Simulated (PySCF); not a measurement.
# RuO(OH)₂: structure of the triplet

Aim: relax RuO(OH)₂ as a triplet from a T-shaped (ligand arrangement 1) start, check by its vibrations whether the end is a minimum, and collect its spectrum and constants.

Computed with PySCF 2.14.0. Level: PBE0, basis Ru def2-TZVP with ECP28, O def2-TZVP, H def2-TZVP, scalar-relativistic core potentials, no spin–orbit coupling, density fitting.

## Step 1: Starting geometry

6 atoms, charge 0, spin multiplicity 3.

Bond lengths: Ru1–O2 1.710 Å, Ru1–O3 1.880 Å, Ru1–O4 1.880 Å, O3–H5 0.960 Å, O4–H6 0.960 Å. Angles: O2–Ru1–O3 88.0°, O2–Ru1–O4 88.0°, O3–Ru1–O4 176.0°, Ru1–O3–H5 130.0°, Ru1–O4–H6 130.0°.

```xyz
6
charge 0 multiplicity 3
Ru    0.0000    0.0000    0.0000
O     0.0000    0.0000    1.7100
O     1.8789    0.0000    0.0656
O    -1.8789    0.0000    0.0656
H     2.4956   -0.7354    0.0871
H    -2.4956    0.7354    0.0871
```

## Step 2: First SCF at the start

The steps below are one call of a driver around PySCF. For each, scf.py gives the equivalent set-up of the SCF; relaxations use the driver's own optimiser. After this first run the driver tries any further starts and a stability analysis.

Input file scf.py:

```python
from pyscf import gto, scf, dft
mol = gto.M(atom='''
Ru     0.000000     0.000000     0.000000
O      0.000000     0.000000     1.710000
O      1.878900     0.000000     0.065600
O     -1.878900     0.000000     0.065600
H      2.495600    -0.735400     0.087100
H     -2.495600     0.735400     0.087100''',
    basis={'Ru': 'def2-TZVP', 'O': 'def2-TZVP', 'H': 'def2-TZVP'},
    ecp={'Ru': 'def2-TZVP'},
    charge=0, spin=2)
mf = dft.UKS(mol, xc='PBE0')
mf.grids.atom_grid = (50, 194)
aux = {'Ru': 'def2-universal-JKFIT', 'O': 'def2-universal-JKFIT', 'H': 'def2-universal-JKFIT'}
mf = mf.density_fit(auxbasis=aux)
mf.conv_tol = 1e-08
mf.diis_space = 10
mf.max_cycle = 60
mf.init_guess = 'minao'
mf.verbose = 4
mf.kernel()
```

Launch:

```bash
$ OMP_NUM_THREADS=4 python axn.py task.json out
```

Further steps of the session: Relaxation: T-shaped (ligand arrangement 1) start, triplet; Hessian and properties.

**Question.** What will these runs give? Wanted: minimum; geometry; wavenumbers; dipole moment; highest occupied, lowest empty level; polar-tensor charge of Ru1; zero-point energy; atomisation energy; ⟨S²⟩.

The runs gave:

| quantity | value |
| --- | --- |
| minimum | triplet, C2 |
| geometry | O–H 0.963 Å (×2), Ru–O 1.659 Å, Ru–O 1.857 Å (×2); H–O–Ru 116.8° (×2), O–Ru–O 119.3°, O–Ru–O 120.4° (×2) |
| wavenumbers (cm⁻¹) | 188 (a), 212 (b), 241 (b), 470 (a), 503 (b), 675 (a), 708 (b), 825 (a), 878 (b), 1018 (a), 3831 (b), 3832 (a) |
| dipole moment | 1.78 D |
| highest occupied, lowest empty level (either spin) | -7.29, -3.68 eV |
| polar-tensor charge of Ru1 | +1.60 e |
| zero-point energy | 80.0 kJ/mol |
| entropy at 298.15 K | 317.1 J/(mol K) |
| atomisation energy (no zero-point energy) | 2028 kJ/mol |
| ⟨S²⟩ | 2.007 |

The T-shaped (ligand arrangement 1) start keeps its C2 symmetry and ends in a minimum. The strongest infrared band lies at 708 cm⁻¹ (b). Most of the spin sits on Ru1 (Mulliken spin 1.58, against 2 for the whole molecule). Only this shape and spin were tried, so other structures or states may lie lower. Open d and f shells are described by one determinant, and the ground state may have another occupation or spin.
